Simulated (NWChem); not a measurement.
# r2SCAN/6-31G(d) (spherical functions) run of C2H4F2 (SMILES CC(F)F)

Aim: the electronic atomisation energy of C2H4F2 at r2SCAN/6-31G* (spherical functions), from 4 runs. 

The calculation is run with NWChem 7.3.0.

4 further runs of the same task are left out: 1 that didn't finish, 3 set aside as unsound or not needed.

## (1) The molecule

C2H4F2: 8 atoms, total charge 0, spin state singlet. SMILES: `CC(F)F`. Geometry: relaxed at PBE0-D4/def2-TZVP.

Bond lengths: C1–C2 1.497 Å, C2–F3 1.361 Å, C2–F4 1.361 Å, C1–H5 1.091 Å, C1–H6 1.091 Å, C1–H7 1.090 Å, C2–H8 1.095 Å. Some angles: C1–C2–F3 110.3°, C1–C2–F4 110.3°, F3–C2–F4 107.0°, C1–C2–H8 114.0°, F3–C2–H8 107.5°, F4–C2–H8 107.5°, C2–C1–H5 109.4°, C2–C1–H6 109.9°, C2–C1–H7 109.9°, H5–C1–H6 109.3°.

## (2) The energy at r2SCAN/6-31G(d) (spherical functions) (run 1)

work.nw reads:

```
start work
title "C2H4F2 energy"
memory total 2200 mb

geometry units angstrom noautosym nocenter noautoz
  C     0.003300    0.777600    0.023300
  C    -0.052000   -0.718200   -0.008200
  F     0.925500   -1.243400    0.779100
  F     0.168200   -1.172100   -1.271900
  H     0.981400    1.111900   -0.325400
  H    -0.157200    1.132800    1.041800
  H    -0.771000    1.190600   -0.624000
  H    -1.006100   -1.136400    0.329500
end

basis spherical bse
  * library 6-31G*
end

dft
  xc r2scan
  grid lebedev 50 8
  convergence energy 1e-08
  iterations 100
  mulliken
  noprint "final vectors analysis"
end

task dft energy
```

Command:

```console
$ nwchem work.nw > work.out
```

Log:

```text
[...]
          Wavefunction type:  closed shell.
          No. of atoms     :     8
          No. of electrons :    34
[...]
          Charge           :     0
          Spin multiplicity:     1
[...]
          AO basis - number of functions:    64
[...]
              XC Information
              --------------
                      r^2SCAN Method XC Functional
               r^2SCAN metaGGA Exchange Functional  1.000
                     r^2SCAN Correlation Potential  1.000
[...]
 d= 0,ls=0.0,diis     1   -278.0653292839 -4.11D+02  1.90D-02  9.07D-01     0.7
[...]
 d= 0,ls=0.0,diis     8   -278.1625377283  3.71D-09  4.41D-06  1.90D-07     3.3
         Total DFT energy =     -278.162537728303
      One electron energy =     -647.363131998892
           Coulomb energy =      269.689445033136
    Exchange-Corr. energy =      -33.199442295548
 Nuclear repulsion energy =      132.710591533000
[...]
      Total Density - Mulliken Population Analysis
     ---------------------------------------------
    Atom       Charge   Shell Charges
 -----------   ------   -------------------------------------------------------
    1 C    6     6.61   2.00  0.68  2.14  0.68  1.09  0.03
    2 C    6     5.46   2.00  0.71  1.88  0.33  0.43  0.11
    3 F    9     9.33   2.00  0.94  3.30  1.04  2.04  0.02
    4 F    9     9.33   2.00  0.94  3.30  1.04  2.04  0.02
    5 H    1     0.79   0.52  0.28
    6 H    1     0.81   0.52  0.29
    7 H    1     0.81   0.52  0.29
    8 H    1     0.87   0.55  0.33
[...]
```

It took 3.9 s on 1 thread of Intel Xeon 6975P-C (Granite Rapids), shared host; peak memory 0.1 GiB.

## (3) The C atom at the same level (run 2)

c.nw reads:

```
start c
title "C energy"
memory 2200 mb
charge 0

geometry units angstroms noautosym nocenter noautoz
  C        0.000000       0.000000       0.000000
end

basis "ao basis" spherical bse
  * library 6-31G*
end

dft
  xc r2scan
  mult 3
  grid lebedev 50 8
  convergence energy 1e-08
  maxiter 100
  mulliken
  print low
end

task dft energy
```

Command:

```console
$ nwchem c.nw > c.out
```

Log:

```text
[...]
 d= 0,ls=0.0,diis     1    -37.7908276285 -3.78D+01  2.58D-02  5.29D-02     0.0
[...]
 d= 0,ls=0.0,diis    11    -37.8191436926  4.36D-10  1.33D-06  7.54D-12     0.2
[...]
         Total DFT energy =      -37.819143692587
      One electron energy =      -50.489529989822
           Coulomb energy =       17.892721516981
    Exchange-Corr. energy =       -5.222335219746
 Nuclear repulsion energy =        0.000000000000
[...]
      Total Density - Mulliken Population Analysis
     ---------------------------------------------
    Atom       Charge   Shell Charges
 -----------   ------   -------------------------------------------------------
    1 C    6     6.00   2.00  0.85  1.22  1.15  0.78  0.00
     --------------------------------------------
      Spin Density - Mulliken Population Analysis
     --------------------------------------------
    Atom       Charge   Shell Charges
 -----------   ------   -------------------------------------------------------
    1 C    6     2.00  -0.00  0.06  1.22 -0.06  0.78 -0.00
[...]
      <S2> =      2.0035 (Exact =     2.0000)
[...]
```

It took 0.75 s on 1 thread of Intel Xeon 6975P-C (Granite Rapids), shared host; peak memory 0.1 GiB.

Run 3 isn't shown in full; the table further down has it.

## (4) The H atom (run 4)

run.nw reads:

```
start run
memory stack 880 mb heap 220 mb global 1100 mb

geometry noautosym nocenter noautoz
  H     0.000000    0.000000    0.000000
end

basis spherical bse
  H library 6-31G*
end

dft
  xc r2scan
  mult 2
  grid lebedev 50 8
  convergence energy 1e-08
  iterations 100
  mulliken
  print low
end

task dft energy
```

Run the same way, it converges to -0.49823 Eh (log not shown).

## (5) Overview of the runs

```csv
run,level,partner,energy (Eh),wall time
1,r2SCAN/6-31G* (spherical functions),base,-278.162538,3.9 s
2,U-r2SCAN/6-31G* (spherical functions),atoms,-37.819144,0.75 s
3,U-r2SCAN/6-31G* (spherical functions),atoms,-99.673583,0.81 s
4,U-r2SCAN/6-31G* (spherical functions),atoms,-0.498227,0.62 s
```

## (6) Summary of results

At r2SCAN/6-31G* (spherical functions):

| quantity | value |
| --- | --- |
| H atom: total energy | -0.49823 Eh |
| H atom: ⟨S²⟩ | 0.750 |
| electronic atomisation energy | 32.223 eV |

**Reading.** Taking the molecule apart into free atoms costs 32.22 eV (3109 kJ/mol), before zero-point energy and without spin-orbit coupling. All runs together took 6.1 s, the longest 3.9 s.
